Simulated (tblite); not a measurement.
# C2H10O2SSi2: the cost of one run

The runs use tblite 0.8.0 and PySCF 2.14.0, with density-fitted response routines of our own; the level of theory stands in each step. All values are computed, except where a source is named. Atoms count from 0, in the outputs and in this text.

### 1 The starting structure

17 atoms, charge 0, multiplicity 1; geometry from: force field or distance geometry start.

Bonds of the start (Å): C0–O1 1.42, O1–Si2 1.68, Si2–Si3 2.33, Si3–O4 1.67, Si3–S5 2.15, S5–C6 1.81, C0–H7 1.10, C0–H8 1.09, C0–H9 1.09, Si2–H10 1.49, Si2–H11 1.47, Si3–H12 1.50, O4–H13 0.97, C6–H14 1.10, C6–H15 1.08, C6–H16 1.10.

### 2 Relaxing the molecule with GFN2-xTB

What the job is given:

```
{"job": {"kind": "relax", "xc": "GFN2-xTB", "basis": "xTB"}, "charge": 0, "multiplicity": 1}
C      1.648100     2.277700    -0.946800
O      0.886200     1.295700    -0.266200
Si     1.332700    -0.312600    -0.458400
Si    -0.135100    -1.709800     0.686500
O      0.174800    -3.326500     0.415500
S     -2.183700    -1.459300     0.081600
C     -2.573200     0.221800     0.624700
H      1.227200     3.264700    -0.689500
H      2.695300     2.269400    -0.633700
H      1.559700     2.149900    -2.027200
H      1.295800    -0.611000    -1.920300
H      2.718900    -0.479700     0.015900
H     -0.070300    -1.472900     2.167100
H     -0.569500    -3.814400     0.027500
H     -3.631000     0.430900     0.421200
H     -1.973800     0.956700     0.103800
H     -2.409100     0.331400     1.707500
```

The run is started by

```
$ OMP_NUM_THREADS=1 python probes_run.py task.json out
```

This one command runs all jobs of the session in turn.

Q: Estimate the wall time and peak memory of this first job on 1 thread of Intel Xeon at 2.50GHz, shared host.

About 3 s, with a peak of 0.18 GiB.
